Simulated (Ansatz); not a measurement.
Turn this script for Ansatz's Python interface into the input file that the command-line program reads.

`geh4os2.py`
```python
import warnings

import ansatz as az
import numpy as np
import pandas as pd

GEOMETRY = """
O    -1.28360    0.73820   -0.10680
Ge    0.43600    0.72940    0.12280
S     0.95800   -1.14010    1.16750
S     0.37090   -2.33920   -0.43090
H    -1.48690    1.61120   -0.64440
H     0.87830    1.96740    0.97280
H     1.17950    0.78200   -1.24810
H    -0.96000   -2.40600    0.11140
"""

warnings.simplefilter("ignore", az.DeckWarning)

system = az.Crystal.molecule()
for line in GEOMETRY.strip().splitlines():
    symbol, *xyz = line.split()
    system = system.atom(symbol, [float(v) for v in xyz])

calc = (
    system.calculation()
    .basis(gaussian="def2-SVP")
    .functional("PBE0", dispersion="d3bj")
)
symbols = [site.symbol for site in system.cartesian_sites]
start = np.array([site.position_ang for site in system.cartesian_sites], dtype=float)
summary = calc.relax(force_tolerance=0.005).run(threads=1, pin="off").report
end = np.array(summary["positions_ang"])

print("reference energy %16.6f eV" % summary["reference_energy_ev"])
print("total energy     %16.6f eV" % summary["free_energy_ev"])
print("occupied (up, down):", summary["n_occupied"], " virtual:", summary["n_virtual"], " frozen:", summary["n_frozen"])

print("bond        before    after (A)")
for i, j in [(0, 1), (0, 4), (1, 2), (1, 5), (1, 6), (2, 3), (3, 7)]:
    d0, d1 = (np.linalg.norm(xyz[i] - xyz[j]) for xyz in (start, end))
    print(f"{symbols[i]}{i}-{symbols[j]}{j}".ljust(10), f"{d0:8.4f} {d1:8.4f}")
for i, j, k in [(1, 0, 4), (0, 1, 2), (0, 1, 5), (0, 1, 6), (2, 1, 5), (2, 1, 6), (5, 1, 6), (1, 2, 3)]:
    u, v = end[i] - end[j], end[k] - end[j]
    print(f"angle {symbols[i]}{i}-{symbols[j]}{j}-{symbols[k]}{k}: {np.degrees(np.arccos(np.clip(u @ v / np.linalg.norm(u) / np.linalg.norm(v), -1, 1))):.2f} deg")

charges = summary["charge_distribution"]
table = pd.DataFrame({"atom": symbols, "mulliken": charges["mulliken_charges_e"], "lowdin": charges["lowdin_charges_e"]})
print(table.round(3).to_string())
print("dipole (e A):", np.round(charges["dipole_moment_e_ang"], 4) + 0.0)
```

```console
$ python geh4os2.py
reference energy    -80269.803442 eV
total energy        -80270.001572 eV
occupied (up, down): [38, 38]  virtual: [64, 64]  frozen: 0
bond        before    after (A)
O0-Ge1       1.7349   1.7729
O0-H4        1.0452   0.9654
Ge1-S2       2.2043   2.2474
Ge1-H5       1.5655   1.5326
Ge1-H6       1.5604   1.5389
S2-S3        2.0826   2.0944
S3-H7        1.4387   1.3551
angle Ge1-O0-H4: 110.31 deg
angle O0-Ge1-S2: 108.89 deg
angle O0-Ge1-H5: 106.55 deg
angle O0-Ge1-H6: 110.10 deg
angle S2-Ge1-H5: 108.12 deg
angle S2-Ge1-H6: 108.41 deg
angle H5-Ge1-H6: 114.64 deg
angle Ge1-S2-S3: 95.95 deg
  atom  mulliken  lowdin
0    O    -0.441   0.060
1   Ge     0.591  -0.094
2    S    -0.237   0.087
3    S    -0.101   0.119
4    H     0.187  -0.028
5    H    -0.046  -0.045
6    H    -0.066  -0.057
7    H     0.113  -0.041
dipole (e A): [-0.0872  0.0255 -0.161 ]
```

`input.yaml`:
```yaml
crystal:
  periodic: [false, false, false]
  atoms:
    - { symbol: O, position_ang: [-1.2836, 0.7382, -0.1068] }
    - { symbol: Ge, position_ang: [0.436, 0.7294, 0.1228] }
    - { symbol: S, position_ang: [0.958, -1.1401, 1.1675] }
    - { symbol: S, position_ang: [0.3709, -2.3392, -0.4309] }
    - { symbol: H, position_ang: [-1.4869, 1.6112, -0.6444] }
    - { symbol: H, position_ang: [0.8783, 1.9674, 0.9728] }
    - { symbol: H, position_ang: [1.1795, 0.782, -1.2481] }
    - { symbol: H, position_ang: [-0.96, -2.406, 0.1114] }
basis:
  gaussian:
    orbitals: def2-SVP
hamiltonian:
  xc: pbe0
  dispersion: d3bj
relax:
  f_tol: 0.005
```

Total energies depend on the basis set; only differences at equal settings carry meaning. The end point is the stationary point reached from this start; no frequency run checks that it is a minimum, and the basis set is modest. The Löwdin charges here are taken after orthogonalising the functions within each atom; they differ from plain Löwdin charges, and their signs can be unphysical. Total less reference energy is the dispersion correction. Finished in 2.7 min on 1 thread of Arm Neoverse V2, with other jobs on the host, peak memory 0.35 GiB.

(Lines on the test bed's own set-up are left out of the output.)
